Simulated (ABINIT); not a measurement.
# BiS (Pm-3m) in ABINIT: reference runs

Reference runs on BiS: the cell as given and a disturbed copy.

Program: ABINIT 10.8.3 (patched build). These are calculated values, not measurements. Logs are shortened: lines on timing, memory, paths and dates and some standing lists are left out, and cuts for length are marked. The log counts tension as positive stress, the text compression.

## Step 1: The structure

The structure is cubic, space group Pm-3m (No. 221). Conventional cell: a = 4.003 Å, b = 4.003 Å, c = 4.003 Å, α = 90.00°, β = 90.00°, γ = 90.00°. Bi (site symmetry m-3m) has 8 S at 3.47 Å as nearest neighbours. S (site symmetry m-3m) is surrounded by 8 Bi at 3.47 Å.

The cell was built by a generator and needn't be a form met in nature.

## Step 2: Single point, PBE

run.abi

```
# Pseudopotentials
pp_dirpath "./"
pseudos "Bi.GGA_PBE-JTH.xml, S.GGA_PBE-JTH.xml"

# Structure
structure "poscar:POSCAR"
natom 2

# Plane-wave basis
ecut 22.0
pawecutdg 44.0
pawxcdev 0

# k points
kptopt 1
ngkpt 7 7 7
nshiftk 1
shiftk 0.0 0.0 0.0

# Exchange and correlation
ixc 11

# Bands and occupations
nband 15
occopt 3
tsmear 0.00183747

# SCF cycle
nstep 100
tolvrs 1.0e-9

# Output
iomode 3
prtwf 0
prteig 0
prtebands 0
enunit 2
prtden 1
prtvha 1
prtvclmb 1
prtpot 1
```

POSCAR

```
BiS
1.0
    4.0029443400      0.0000000000      0.0000000000
    0.0000000000      4.0029443400      0.0000000000
    0.0000000000      0.0000000000      4.0029443400
Bi S
1 1
Direct
    0.5000000000      0.5000000000      0.5000000000  Bi
    0.0000000000      0.0000000000      0.0000000000  S
```

Potentials or basis: JTH PAW PBE v2.0.

The run is started by

```console
> abinit run.abi > log 2>&1
```

run.abo:

```text
.Version 10.8.3 of ABINIT
 Symmetries : space group Pm -3 m (#221); Bravais cP (primitive cubic)
================================================================================
 Values of the parameters that define the memory need of the present run
     intxc =       0    ionmov =       0      iscf =      17    lmnmax =      18
     lnmax =       6     mgfft =      32  mpssoang =       3    mqgrid =    3001
     natom =       2  nloc_mem =       2    nspden =       1   nspinor =       1
    nsppol =       1      nsym =      48    n1xccc =       1    ntypat =       2
    occopt =       3   xclevel =       2
       mpw =        2164          nfft =       32768          nkpt =          20
 PAW method is used; the additional fine FFT grid is defined by:
   mgfftf=        48    nfftf =    110592
================================================================================
================================================================================

--------------------------------------------------------------------------------
------------- Echo of variables that govern the present computation ------------
--------------------------------------------------------------------------------
 -outvars: echo values of preprocessed input variables --------
            acell      1.0000000000E+00  1.0000000000E+00  1.0000000000E+00 Bohr
              amu      2.08980370E+02  3.20660000E+01
             ecut      2.20000000E+01 Hartree
           enunit           2
              ixc          11
         kptrlatt        7    0    0      0    7    0      0    0    7
          kptrlen      5.29512795E+01
            natom           2
            nband          15
            ngfft          32      32      32
          ngfftdg          48      48      48
             nkpt          20
            nstep         100
             nsym          48
           ntypat           2
           occopt           3
        pawecutdg      4.40000000E+01 Hartree
         pawxcdev           0
        prtebands           0
           prteig           0
           prtpot           1
         prtvclmb           1
           prtvha           1
            prtwf           0
            rprim      7.5644684999E+00  0.0000000000E+00  0.0000000000E+00
                       0.0000000000E+00  7.5644684999E+00  0.0000000000E+00
                       0.0000000000E+00  0.0000000000E+00  7.5644684999E+00
          spgroup         221
           tolvrs      1.00000000E-09
           tsmear      1.83747000E-03 Hartree
            typat      1  2
           useylm           1
           xangst      2.0014721700E+00  2.0014721700E+00  2.0014721700E+00
                       0.0000000000E+00  0.0000000000E+00  0.0000000000E+00
            xcart      3.7822342499E+00  3.7822342499E+00  3.7822342499E+00
                       0.0000000000E+00  0.0000000000E+00  0.0000000000E+00
             xred      5.0000000000E-01  5.0000000000E-01  5.0000000000E-01
                       0.0000000000E+00  0.0000000000E+00  0.0000000000E+00
            znucl       83.00000   16.00000

================================================================================

 chkinp: Checking input parameters for consistency.

================================================================================
== DATASET  1 ==================================================================

--- !DatasetInfo
iteration_state: {dtset: 1, }
dimensions: {natom: 2, nkpt: 20, mband: 15, nsppol: 1, nspinor: 1, nspden: 1, mpw: 2164, }
cutoff_energies: {ecut:  22.0, pawecutdg:  44.0, }
electrons: {nelect:   2.10000000E+01, charge:   0.00000000E+00, occopt:   3.00000000E+00, tsmear:   1.83747000E-03, }
meta: {optdriver: 0, ionmov: 0, optcell: 0, iscf: 17, paral_kgb: 0, }
...

 Exchange-correlation functional for the present dataset will be:
  GGA: Perdew-Burke-Ernzerhof functional - ixc=11
  J.P.Perdew, K.Burke, M.Ernzerhof, PRL 77, 3865 (1996)

 Real(R)+Recip(G) space primitive vectors, cartesian coordinates (Bohr,Bohr^-1):
 R(1)=  7.5644685  0.0000000  0.0000000  G(1)=  0.1321970  0.0000000  0.0000000
 R(2)=  0.0000000  7.5644685  0.0000000  G(2)=  0.0000000  0.1321970  0.0000000
 R(3)=  0.0000000  0.0000000  7.5644685  G(3)=  0.0000000  0.0000000  0.1321970
 Unit cell volume ucvol=  4.3284784E+02 bohr^3
 Angles (23,13,12)=  9.00000000E+01  9.00000000E+01  9.00000000E+01 degrees

 Coarse grid specifications (used for wave-functions):

 getcut: wavevector=  0.0000  0.0000  0.0000  ngfft=  32  32  32
         ecut(hartree)=     22.000   => boxcut(ratio)=   2.00353

 Fine grid specifications (used for densities):

 getcut: wavevector=  0.0000  0.0000  0.0000  ngfft=  48  48  48
         ecut(hartree)=     44.000   => boxcut(ratio)=   2.12506

[... 54 lines left out ...]
  sigma(3 3)=  3.71285195E-04  sigma(2 1)=  0.00000000E+00

--- !ResultsGS
iteration_state: {dtset: 1, }
comment   : Summary of ground state results
lattice_vectors:
- [  7.5644685,   0.0000000,   0.0000000, ]
- [  0.0000000,   7.5644685,   0.0000000, ]
- [  0.0000000,   0.0000000,   7.5644685, ]
lattice_lengths: [   7.56447,    7.56447,    7.56447, ]
lattice_angles: [ 90.000,  90.000,  90.000, ] # degrees, (23, 13, 12)
lattice_volume:   4.3284784E+02
convergence: {deltae:  6.779E-12, res2:  5.614E-11, residm:  6.869E-05, diffor: null, }
etotal    :  -8.24454504E+01
entropy   :   0.00000000E+00
fermie    :   1.72374546E-01
cartesian_stress_tensor: # hartree/bohr^3
- [  3.71285195E-04,   0.00000000E+00,   0.00000000E+00, ]
- [  0.00000000E+00,   3.71285195E-04,   0.00000000E+00, ]
- [  0.00000000E+00,   0.00000000E+00,   3.71285195E-04, ]
pressure_GPa:  -1.0924E+01
xred      :
- [  5.0000E-01,   5.0000E-01,   5.0000E-01, Bi]
- [  0.0000E+00,   0.0000E+00,   0.0000E+00,  S]
cartesian_forces: # hartree/bohr
- [ -0.00000000E+00,  -0.00000000E+00,  -0.00000000E+00, ]
- [ -0.00000000E+00,  -0.00000000E+00,  -0.00000000E+00, ]
force_length_stats: {min:   0.00000000E+00, max:   0.00000000E+00, mean:   0.00000000E+00, }
...

 Integrated electronic density in atomic spheres:
 ------------------------------------------------
 Atom  Sphere_radius  Integrated_density
    1        2.41231         11.95374917
    2        1.90380          3.36476520

================================================================================

 ----iterations are completed or convergence reached----

 Mean square residual over all n,k,spin=   25.146E-08; max=  68.692E-06
 reduced coordinates (array xred) for    2 atoms
       0.500000000000      0.500000000000      0.500000000000
       0.000000000000      0.000000000000      0.000000000000
 rms dE/dt=  0.0000E+00; max dE/dt=  0.0000E+00; dE/dt below (all hartree)
    1       0.000000000000      0.000000000000      0.000000000000
    2       0.000000000000      0.000000000000      0.000000000000

 cartesian coordinates (angstrom) at end:
    1      2.00147217000000     2.00147217000000     2.00147217000000
    2      0.00000000000000     0.00000000000000     0.00000000000000

 cartesian forces (hartree/bohr) at end:
    1     -0.00000000000000    -0.00000000000000    -0.00000000000000
    2     -0.00000000000000    -0.00000000000000    -0.00000000000000
 frms,max,avg= 0.0000000E+00 0.0000000E+00   0.000E+00  0.000E+00  0.000E+00 h/b

 cartesian forces (eV/Angstrom) at end:
    1     -0.00000000000000    -0.00000000000000    -0.00000000000000
    2     -0.00000000000000    -0.00000000000000    -0.00000000000000
 frms,max,avg= 0.0000000E+00 0.0000000E+00   0.000E+00  0.000E+00  0.000E+00 e/A
 length scales=  1.000000000000  1.000000000000  1.000000000000 bohr
              =  0.529177210544  0.529177210544  0.529177210544 angstroms
 Fermi (or HOMO) energy (hartree) =   0.17237   Average Vxc (hartree)=  -0.32429
 Eigenvalues (hartree) for nkpt=  20  k points:
 kpt#   1, nband= 15, wtk=  0.00292, kpt=  0.0000  0.0000  0.0000 (reduced coord)
  -0.69980   -0.69980   -0.69815   -0.69815   -0.69815   -0.30811   -0.19639    0.09239
   0.09239    0.09239    0.26462    0.26462    0.26462    0.33809    0.33809
      occupation numbers for kpt#   1
   2.00000    2.00000    2.00000    2.00000    2.00000    2.00000    2.00000    2.00000
   2.00000    2.00000    0.00000    0.00000    0.00000    0.00000    0.00000
 prteigrs : prtvol=0 or 1, do not print more k-points.

 Fermi (or HOMO) energy (eV) =   4.69055   Average Vxc (eV)=  -8.82432
 Eigenvalues (   eV  ) for nkpt=  20  k points:
 kpt#   1, nband= 15, wtk=  0.00292, kpt=  0.0000  0.0000  0.0000 (reduced coord)
 -19.04239  -19.04239  -18.99755  -18.99755  -18.99755   -8.38420   -5.34399    2.51411
   2.51411    2.51411    7.20068    7.20068    7.20068    9.20000    9.20000
 prteigrs : prtvol=0 or 1, do not print more k-points.

--- !EnergyTerms
iteration_state     : {dtset: 1, }
comment             : Components of total free energy in Hartree
kinetic             :  8.79069235280007E+00
hartree             :  2.18806413032020E+01
xc                  : -6.04436667836950E+00
Ewald energy        : -5.84894442198237E+01
psp_core            :  1.51365316262396E+00
local_psp           : -7.20787909043616E+01
PAW spherical_terms :  2.19825641033543E+01
internal            : -8.24450508805745E+01
'-kT*entropy'       : -3.97555629843696E-04
total_energy        : -8.24454484362043E+01
total_energy_eV     : -2.24345494162067E+03
...

--- !EnergyTermsDC
iteration_state     : {dtset: 1, }
comment             : '"Double-counting" decomposition of free energy'
band_energy         : -7.34751258732037E+00
Ewald energy        : -5.84894442198237E+01
psp_core            :  1.51365316262396E+00
xc_dc               : -2.15293831432012E+01
PAW spherical_terms :  3.40763390327157E+00
internal            : -8.24450528844498E+01
'-kT*entropy'       : -3.97555629843696E-04
total_energy_dc     : -8.24454504400796E+01
total_energy_dc_eV  : -2.24345499614889E+03
...

--- !EnergyTermsWithPAWCore
iteration_state     : {dtset: 1, }
comment             : 'Components of total free energy, including PAW core contributions'
Total energy        : -2.19300760283859E+04
Total energy DC     : -2.19300760303897E+04
Total energy (eV)   : -5.96747769212137E+05
Total energy DC (eV): -5.96747769266665E+05
...

 Cartesian components of stress tensor (hartree/bohr^3)
  sigma(1 1)=  3.71285195E-04  sigma(3 2)=  0.00000000E+00
  sigma(2 2)=  3.71285195E-04  sigma(3 1)=  0.00000000E+00
  sigma(3 3)=  3.71285195E-04  sigma(2 1)=  0.00000000E+00

-Cartesian components of stress tensor (GPa)         [Pressure= -1.0924E+01 GPa]
- sigma(1 1)=  1.09235876E+01  sigma(3 2)=  0.00000000E+00
- sigma(2 2)=  1.09235876E+01  sigma(3 1)=  0.00000000E+00
- sigma(3 3)=  1.09235876E+01  sigma(2 1)=  0.00000000E+00

== END DATASET(S) ==============================================================
================================================================================

 -outvars: echo values of variables after computation  --------
            acell      1.0000000000E+00  1.0000000000E+00  1.0000000000E+00 Bohr
           etotal     -8.2445450440E+01
            fcart     -0.0000000000E+00 -0.0000000000E+00 -0.0000000000E+00
                      -0.0000000000E+00 -0.0000000000E+00 -0.0000000000E+00
            rprim      7.5644684999E+00  0.0000000000E+00  0.0000000000E+00
                       0.0000000000E+00  7.5644684999E+00  0.0000000000E+00
                       0.0000000000E+00  0.0000000000E+00  7.5644684999E+00
           strten      3.7128519530E-04  3.7128519530E-04  3.7128519530E-04
                       0.0000000000E+00  0.0000000000E+00  0.0000000000E+00
           xangst      2.0014721700E+00  2.0014721700E+00  2.0014721700E+00
                       0.0000000000E+00  0.0000000000E+00  0.0000000000E+00
             xred      5.0000000000E-01  5.0000000000E-01  5.0000000000E-01
                       0.0000000000E+00  0.0000000000E+00  0.0000000000E+00
 Calculation completed.
```

It took 30 s on 1 thread of Arm Neoverse V1, shared host; peak memory 0.13 GiB.

Results:

| Quantity | Value |
| --- | --- |
| Free energy | -2243.4550 eV |
| Pressure | -10.9 GPa |
| Band gap on the k mesh | none (metal or under the smearing width) |
| Valence electrons inside the program's atomic spheres | Bi 11.95; S 3.36 |

Caveat: spin-orbit coupling is left out, which moves the levels of the heavy elements.

## Step 3: Single point, PBE (atoms moved at random, drawn with an rms of 0.05 Å)

Edit run.abi of step 2 so:

```diff
@@ -5,4 +5,17 @@
 # Structure
-structure "poscar:POSCAR"
+acell 7.5644684947 7.5644684947 7.5644684947
+rprim
+     1.0000000000     0.0000000000     0.0000000000
+     0.0000000000     1.0000000000     0.0000000000
+     0.0000000000     0.0000000000     1.0000000000
+ntypat 2
+znucl 83 16
 natom 2
+typat 1 2
+xred
+     0.4902620000     0.4902460000     0.4982210000
+    -0.0004930000    -0.0020530000     0.0044410000
+chkprim 0
+chksymtnons 0
+tolsym 1.0e-6
 
@@ -25,3 +38,3 @@
 occopt 3
-tsmear 0.00183747
+tsmear 0.05 eV
 
@@ -36,3 +49,2 @@
 prtebands 0
-enunit 2
 prtden 1
```

Potentials or basis: JTH PAW PBE v2.0.

The run is started by

```console
> abinit run.abi > log 2>&1
```

Run time: 3.4 min. Hardware: 1 thread of Arm Neoverse V1, shared host; peak memory 0.29 GiB.

Results (log left out):

```
Free energy                                           : -2243.4581 eV
Pressure                                              : -10.9 GPa
Largest force                                         : 0.112 eV/Å
Band gap on the k mesh                                : none (metal or under the smearing width)
Valence electrons inside the program's atomic spheres : Bi 11.94; S 3.40
```

Forces on the atoms (eV/Å):
```
Bi  -0.077 -0.064 -0.051
S    0.077  0.064  0.051
```

Levels at points of the mesh, in eV from the Fermi level:
| k point | band 8 | band 9 | band 10 | band 11 | band 12 | band 13 |
| --- | --- | --- | --- | --- | --- | --- |
| (0.00, 0.00, 0.00) | -2.18 | -2.18 | -2.18 | 2.50 | 2.50 | 2.51 |

Caveat: spin-orbit coupling is left out, which moves the levels of the heavy elements.
